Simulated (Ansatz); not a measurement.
# AlH2SOF (SMILES [OH][Al]([F])[SH]): SVWN5/6-311+G(d,p)

What is the vertical singlet–triplet gap of AlH2SOF at SVWN5/6-311+G**? 

The results are computed with Ansatz 0.2.0.

57 further runs of the same task are left out: 57 set aside as unsound or not needed. Runs told in other sessions of the task aren't counted.

### 1 Starting point

The species is AlH2SOF (6 atoms), meant as a singlet with charge 0. As SMILES, `[OH][Al]([F])[SH]`. The shape is that of a PBE0-D4/def2-TZVP optimisation. This is one conformer, not always the lowest.

Bond lengths: O1–Al2 1.679 Å, Al2–F3 1.641 Å, Al2–S4 2.167 Å, O1–H5 0.955 Å, S4–H6 1.345 Å. Angles: O1–Al2–F3 118.1°, O1–Al2–S4 123.1°, F3–Al2–S4 118.8°, Al2–O1–H5 125.1°, Al2–S4–H6 92.0°.

### 2 A single-point energy at SVWN5/6-311+G(d,p)

File run.yaml:

```yaml
crystal:
  periodic: [false, false, false]
  atoms:
    - {symbol: O, position_ang: [1.399600, -0.456300, -1.028900]}
    - {symbol: Al, position_ang: [0.238600, -0.260800, 0.168100]}
    - {symbol: F, position_ang: [0.421300, -1.101000, 1.565700]}
    - {symbol: S, position_ang: [-1.478600, 1.043100, -0.050300]}
    - {symbol: H, position_ang: [1.392200, -0.019300, -1.877900]}
    - {symbol: H, position_ang: [-1.931000, 0.730400, 1.177100]}
basis:
  gaussian: {orbitals: 6-311+G_st__st_-spherical.json}
hamiltonian: {xc: {name: SVWN5}}
accuracy: high
output: {orbitals: {seedname: orbitals}}
```

The basis set 6-311+G** is read from a file made from the Basis Set Exchange's data (not shown).

On the command line:

```
$ ansatz run run.yaml --threads 1 --pin off --max-ram 2610MiB --events-out events.jsonl --progress --plain --runs-dir runs
```

The program printed:

```text
Warning: RAYON_NUM_THREADS=1 ignored (pool sized by the plan → 1); use --threads N
Functional definition: SVWN5
  name "SVWN5"
  exchange = slater_x
  correlation = vwn5_c
2024 factors; integrals over basis functions are off by at most 8.4e-9 eV
mean field evaluation 1: about -22127.5214 eV, gradient 8.1e1 eV
mean field evaluation 2: about -22057.6241 eV, gradient 1.9e2 eV
mean field evaluation 4: about -22137.2761 eV, gradient 2.1e1 eV
mean field evaluation 8: about -22138.0703 eV, gradient 6.7e-1 eV
mean field evaluation 16: about -22138.0672 eV, gradient 3.9e-5 eV
mean field -22138.06717700 eV, -813.5589630338 hartree, gradient 1.7e-8 eV, S^2 0.000000; 0 other end points of the search recorded, 0 dependent functions left out
reference -22138.06718563 eV, -813.5589633511 hartree; 24, 24 occupied and 92, 92 virtual orbitals, 2024 factors
Total energy: -22138.06718563 eV, -813.5589633511 hartree
```

Run time: 1.8 s. Hardware: 1 thread of AMD EPYC 9R45 (Zen 5), shared host; peak memory 0.29 GiB.

### 3 The triplet

run.yaml: that of step 2 with these lines changed.

```diff
@@ -10,4 +10,10 @@
 basis:
-  gaussian: {orbitals: 6-311+G_st__st_-spherical.json}
-hamiltonian: {xc: {name: SVWN5}}
+  gaussian:
+    orbitals: 6-311+G_st__st_-spherical.json
+total_charge: 0
+magnetization:
+  spin_polarized: true
+  initial_magnetization: 2
+hamiltonian:
+  xc: {name: SVWN5}
 accuracy: high
```

The basis set 6-311+G** is read from a file made from the Basis Set Exchange's data (not shown).

On the command line:

```
$ ansatz run run.yaml --threads 1 --pin off --max-ram 2610MiB --events-out events.jsonl --progress --plain --runs-dir runs
```

The program printed:

```text
Warning: RAYON_NUM_THREADS=1 ignored (pool sized by the plan → 1); use --threads N
[... 4 set-up lines as earlier in the session ...]
2024 factors; integrals over basis functions are off by at most 8.4e-9 eV
mean field evaluation 1: about -22120.4079 eV, gradient 6.0e1 eV
mean field evaluation 2: about -21921.2419 eV, gradient 1.7e2 eV
mean field evaluation 4: about -22111.5945 eV, gradient 5.4e1 eV
mean field evaluation 8: about -22132.7750 eV, gradient 1.4e0 eV
mean field evaluation 16: about -22132.7859 eV, gradient 2.4e-3 eV
mean field evaluation 32: about -22131.7090 eV, gradient 2.9e0 eV
mean field evaluation 64: about -22128.8677 eV, gradient 6.7e0 eV
mean field evaluation 96: about -22132.5284 eV, gradient 9.5e-2 eV
mean field evaluation 128: about -22132.5551 eV, gradient 7.1e-1 eV
mean field -22132.78586837 eV, -813.3648785216 hartree, gradient 7.8e-8 eV, S^2 2.001327; 8 other end points of the search recorded, 0 dependent functions left out
reference -22132.78587229 eV, -813.3648786656 hartree; 25, 23 occupied and 91, 93 virtual orbitals, 2024 factors
Total energy: -22132.78587229 eV, -813.3648786656 hartree
```

Run time: 6.3 s. Hardware: 1 thread of AMD EPYC 9R45 (Zen 5), shared host; peak memory 0.36 GiB.

### 4 Results

At SVWN5/6-311+G**:

| quantity | value |
| --- | --- |
| singlet: total energy | -813.55896 Eh |
| singlet: HOMO energy | -7.02 eV |
| singlet: LUMO energy | -2.13 eV |
| singlet: HOMO–LUMO gap | 4.89 eV |
| triplet: total energy | -813.36488 Eh |
| triplet: HOMO energy (highest over α and β) | -2.92 eV |
| triplet: ⟨S²⟩ | 2.001 |
| vertical energy of the triplet above the singlet | 5.281 eV |

What this shows: At this shape the triplet lies 5.28 eV (122 kcal/mol) above the singlet.
